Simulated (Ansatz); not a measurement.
# AsH6NO4: the cost of one run

Method: DFT, PBE, plane-wave PAW, default files, scalar-relativistic, as far as a step names no other, in Ansatz 0.2.0.

### Step 1. The structure to begin with

The structure is tetragonal, space group I-42d (No. 122). The conventional cell has a = 7.633 Å, b = 7.633 Å, c = 8.010 Å, α = 90.00°, β = 90.00°, γ = 90.00°. H (site symmetry 1) has 1 N at 1.04 Å as nearest neighbours. H (site symmetry 2) is surrounded by 2 O at 1.21 Å. Around As (site symmetry -4) lie 4 O at 1.72 Å. N (site symmetry -4) has 4 H at 1.04 Å as nearest neighbours. O (site symmetry 1) has 1 H at 1.21 Å as nearest neighbours.

As a file:

```
CELL_PARAMETERS angstrom
-3.81626 3.81626 4.00515
3.81626 -3.81626 4.00515
3.81626 3.81626 -4.00515
ATOMIC_POSITIONS crystal
H 0.21158 0.80749 0.37306
H 0.31557 0.44251 0.90409
H 0.43443 0.83852 0.62694
H 0.53842 0.41148 0.09591
H 0.16148 0.78842 0.59591
H 0.55749 0.46158 0.87306
H 0.19251 0.56557 0.40409
H 0.58852 0.68443 0.12694
H 0.71783 0.12500 0.09283
H 0.03217 0.62500 0.90717
H 0.37500 0.28217 0.40717
H 0.87500 0.96783 0.59283
As 0.75000 0.25000 0.50000
As 0.00000 0.00000 0.00000
N 0.25000 0.75000 0.50000
N 0.50000 0.50000 0.00000
O 0.70493 0.27794 0.24430
O 0.71636 0.97206 0.92699
O 0.03364 0.46064 0.75570
O 0.04507 0.78936 0.07301
O 0.53936 0.29507 0.57301
O 0.02794 0.95493 0.74430
O 0.72206 0.96636 0.42699
O 0.21064 0.28364 0.25571
```

### Step 2. First run, atoms as given

File input.yaml:

```yaml
crystal:
  lattice:
    - [-3.816262, 3.816262, 4.005154]
    - [3.816262, -3.816262, 4.005154]
    - [3.816262, 3.816262, -4.005154]
  atoms:
    - { symbol: H, position: [0.211581, 0.807489, 0.373063] }
    - { symbol: H, position: [0.315574, 0.442511, 0.904092] }
    - { symbol: H, position: [0.434426, 0.838518, 0.626937] }
    - { symbol: H, position: [0.538419, 0.411482, 0.095908] }
    - { symbol: H, position: [0.161482, 0.788419, 0.595908] }
    - { symbol: H, position: [0.557489, 0.461581, 0.873063] }
    - { symbol: H, position: [0.192511, 0.565574, 0.404092] }
    - { symbol: H, position: [0.588518, 0.684426, 0.126937] }
    - { symbol: H, position: [0.717827, 0.125, 0.092827] }
    - { symbol: H, position: [0.032173, 0.625, 0.907173] }
    - { symbol: H, position: [0.375, 0.282173, 0.407173] }
    - { symbol: H, position: [0.875, 0.967827, 0.592827] }
    - { symbol: As, position: [0.75, 0.25, 0.5] }
    - { symbol: As, position: [0.0, 0.0, 0.0] }
    - { symbol: "N", position: [0.25, 0.75, 0.5] }
    - { symbol: "N", position: [0.5, 0.5, 0.0] }
    - { symbol: O, position: [0.704933, 0.277939, 0.244295] }
    - { symbol: O, position: [0.716356, 0.972061, 0.926994] }
    - { symbol: O, position: [0.033644, 0.460638, 0.755705] }
    - { symbol: O, position: [0.045067, 0.789362, 0.073006] }
    - { symbol: O, position: [0.539362, 0.295067, 0.573006] }
    - { symbol: O, position: [0.027939, 0.954933, 0.744295] }
    - { symbol: O, position: [0.722061, 0.966356, 0.426994] }
    - { symbol: O, position: [0.210638, 0.283644, 0.255705] }
kpoints:
  mp_grid: { grid: [5, 5, 5] }
scf:
  occupations: { method: fermi_dirac, width: 0.02 }
hamiltonian:
  xc: pbe
  pseudopotentials: { kind: paw }
output:
  forces: true
  stress: true
  populations: true
  efg:
    quadrupole_moments_barn: { H: 0.00285783, As: 0.311, "N": 0.02044, O: -0.02558 }
    contact_densities: true
```

The run is started by

```bash
ansatz run input.yaml --threads 1 --pin off --max-ram 2560MiB --backend cpu --events-out ev --progress --plain --runs-dir out
```

**Question.** How long does this run take on 1 thread of Arm Neoverse V2, shared host, and how much memory does it need?

About 34 s, with a peak of 0.56 GiB.
